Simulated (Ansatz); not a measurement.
# B2O2 (SMILES O=BB=O) at CAM-B3LYP/aug-cc-pVDZ

Aim: the vertical singlet–triplet gap of B2O2 at CAM-B3LYP/aug-cc-pVDZ, from 2 runs. 

The results are computed with Ansatz 0.2.0.

47 further runs of the same task are left out: 5 that didn't finish, 42 set aside as unsound or not needed.

## Step 1: The system as given

B2O2 has 4 atoms, charge 0, and is taken as a singlet. As SMILES, `O=BB=O`. Geometry: relaxed at PBE0-D4/def2-TZVP.

Bond lengths: O1–B2 1.197 Å, B2–B3 1.640 Å, B3–O4 1.197 Å. Angles: O1–B2–B3 180.0°, B2–B3–O4 180.0°.

## Step 2: The energy at CAM-B3LYP/aug-cc-pVDZ

File run.yaml:

```yaml
basis:
  gaussian:
    orbitals: aug-cc-pVDZ
crystal:
  periodic: [false, false, false]
  atoms:
    - {symbol: O, position_ang: [-0.743090, 0.459760, 1.817650]}
    - {symbol: B, position_ang: [-0.302300, 0.187070, 0.739120]}
    - {symbol: B, position_ang: [0.302150, -0.186920, -0.739220]}
    - {symbol: O, position_ang: [0.743230, -0.459920, -1.817550]}
hamiltonian:
  xc: {name: CAM-B3LYP}
accuracy: high
output:
  orbitals: {seedname: orbitals}
```

On the command line:

```
$ ansatz run run.yaml --threads 1 --pin off --max-ram 3480MiB --events-out events.jsonl --progress --plain --runs-dir runs
```

Standard output:

```text
Warning: RAYON_NUM_THREADS=1 ignored (pool sized by the plan → 1); use --threads N
Functional definition: CAM-B3LYP
  name "CAM-B3LYP"
  parameter alpha = 0.19
  parameter beta = 0.46
  parameter omega = 0.33/bohr
  parameter ac = 0.81
  exchange = (1 - alpha - beta)*b88_x + beta*b88_x_sr(omega) + alpha*exact_x + beta*exact_x_lr(omega)
  correlation = (1 - ac)*vwn5_c + ac*lyp_c
1577 factors; integrals over basis functions are off by at most 2.7e-9 eV
468 factors; integrals over basis functions are off by at most 1.7e-9 eV
mean field evaluation 1: about -5436.7664 eV, gradient 7.5e1 eV
mean field evaluation 2: about -5402.5439 eV, gradient 1.5e2 eV
mean field evaluation 4: about -5447.1636 eV, gradient 2.1e0 eV
mean field evaluation 8: about -5447.1749 eV, gradient 8.0e-2 eV
mean field evaluation 16: about -5447.1749 eV, gradient 3.0e-7 eV
mean field -5447.17494427 eV, -200.1799869741 hartree, gradient 2.9e-8 eV, S^2 0.000000; 0 other end points of the search recorded, 0 dependent functions left out
reference -5447.17496534 eV, -200.1799877484 hartree; 13, 13 occupied and 79, 79 virtual orbitals, 1577 factors
Total energy: -5447.17496534 eV, -200.1799877484 hartree
```

Wall time 2.8 s (1 thread of Intel Xeon 6975P-C (Granite Rapids), shared host); peak memory 0.27 GiB.

## Step 3: The triplet, same level

File job.yaml:

```yaml
crystal:
  periodic: [false, false, false]
  atoms:
    - {symbol: O, position_ang: [-0.743090, 0.459760, 1.817650]}
    - {symbol: B, position_ang: [-0.302300, 0.187070, 0.739120]}
    - {symbol: B, position_ang: [0.302150, -0.186920, -0.739220]}
    - {symbol: O, position_ang: [0.743230, -0.459920, -1.817550]}
basis:
  gaussian: {orbitals: aug-cc-pVDZ}
magnetization: {spin_polarized: true, initial_magnetization: 2}
total_charge: 0
hamiltonian: {xc: {name: CAM-B3LYP}}
output: {orbitals: {seedname: orbitals}}
accuracy: high
```

On the command line:

```
$ ansatz run job.yaml --threads 1 --pin off --max-ram 3480MiB --events-out events.jsonl --progress --plain --runs-dir runs
```

Standard output (excerpt; [...] marks lines left out):

```text
Warning: RAYON_NUM_THREADS=1 ignored (pool sized by the plan → 1); use --threads N
Functional definition: CAM-B3LYP
  name "CAM-B3LYP"
[...]
1577 factors; integrals over basis functions are off by at most 2.7e-9 eV
468 factors; integrals over basis functions are off by at most 1.7e-9 eV
[...]
mean field -5440.91281330 eV, -199.9498579055 hartree, gradient 4.4e-9 eV, S^2 2.006884; 12 other end points of the search recorded, 0 dependent functions left out
reference -5440.91283276 eV, -199.9498586206 hartree; 14, 12 occupied and 78, 80 virtual orbitals, 1577 factors
Total energy: -5440.91283276 eV, -199.9498586206 hartree
```

Run time: 2.3 min. Hardware: 1 thread of Intel Xeon 6975P-C (Granite Rapids), shared host; peak memory 0.42 GiB.

## Step 4: What came out

Level: CAM-B3LYP/aug-cc-pVDZ.

```
                                        quantity          value
                           singlet: total energy  -200.17999 Eh
                            singlet: HOMO energy      -12.48 eV
                            singlet: LUMO energy       -1.35 eV
                          singlet: HOMO–LUMO gap       11.13 eV
                           triplet: total energy  -199.94986 Eh
     triplet: HOMO energy (highest over α and β)       -6.44 eV
                                   triplet: ⟨S²⟩          2.007
vertical energy of the triplet above the singlet       6.262 eV
```

**Reading.** At this shape the triplet lies 6.26 eV (144 kcal/mol) above the singlet.
